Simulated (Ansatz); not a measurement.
# Y3LuO2: the cost of one run

Method: DFT PBE, scalar-relativistic, plane waves, PAW, in Ansatz 0.2.0.

**1. Starting point**

Symmetry: P6/mmm, No. 191, hexagonal system. Conventional cell: a = 5.350 Å, b = 5.350 Å, c = 4.769 Å, α = 90.00°, β = 90.00°, γ = 120.00°. Y (site symmetry mmm) has 4 Y at 2.68 Å and 4 O at 2.74 Å in its first shell of neighbours. Around Lu (site symmetry 6/mmm) lie 2 O at 1.79 Å. O (site symmetry 6mm) is surrounded by 1 O at 1.19 Å and 1 Lu at 1.79 Å.

Coordinates:

```xyz
6
Lattice="5.3503 0.0000 0.0000 -2.6752 4.6335 0.0000 0.0000 0.0000 4.7686" Properties=species:S:1:pos:R:3 pbc="T T T"
Y     2.6752    0.0000    2.3843
Y    -1.3376    2.3168    2.3843
Y     1.3376    2.3168    2.3843
Lu    0.0000    0.0000    0.0000
O     0.0000    0.0000    1.7917
O     0.0000    0.0000    2.9769
```

The cell is invented: random cell by space group and Wyckoff sites (P6/mmm, No. 191). Lengths come from tabulated atomic sizes and are only a guess.

**2. Probe: one point on a coarse mesh**

input.yaml reads:

```yaml
crystal:
  lattice:
    - [5.35034348, 0.0, 0.0]
    - [-2.67517174, 4.63353337, 0.0]
    - [0.0, 0.0, 4.76856822]
  atoms:
    - { symbol: "Y", position: [0.5, 0.0, 0.5] }
    - { symbol: "Y", position: [0.0, 0.5, 0.5] }
    - { symbol: "Y", position: [0.5, 0.5, 0.5] }
    - { symbol: Lu, position: [0.0, 0.0, 0.0] }
    - { symbol: O, position: [0.0, 0.0, 0.37573302] }
    - { symbol: O, position: [0.0, 0.0, 0.62426698] }
basis:
  ecutwfc: 420
kpoints:
  mp_grid: { grid: [6, 6, 4] }
hamiltonian:
  xc: pbe
scf:
  occupations: { method: gaussian, width: 0.1 }
  lower_state_search: "off"
output:
  forces: true
  stress: true
  eigenvalues: true
```

Started as:

```console
> ansatz run input.yaml --threads 1 --pin off --max-ram 2560MiB --backend cpu --events-out ev --progress --plain --runs-dir out
```

**Question.** How long does this run take on 1 thread of Intel Xeon Gold 6455B (Sapphire Rapids), shared host, and how much memory does it need?

About 4.7 s, with a peak of 0.45 GiB.
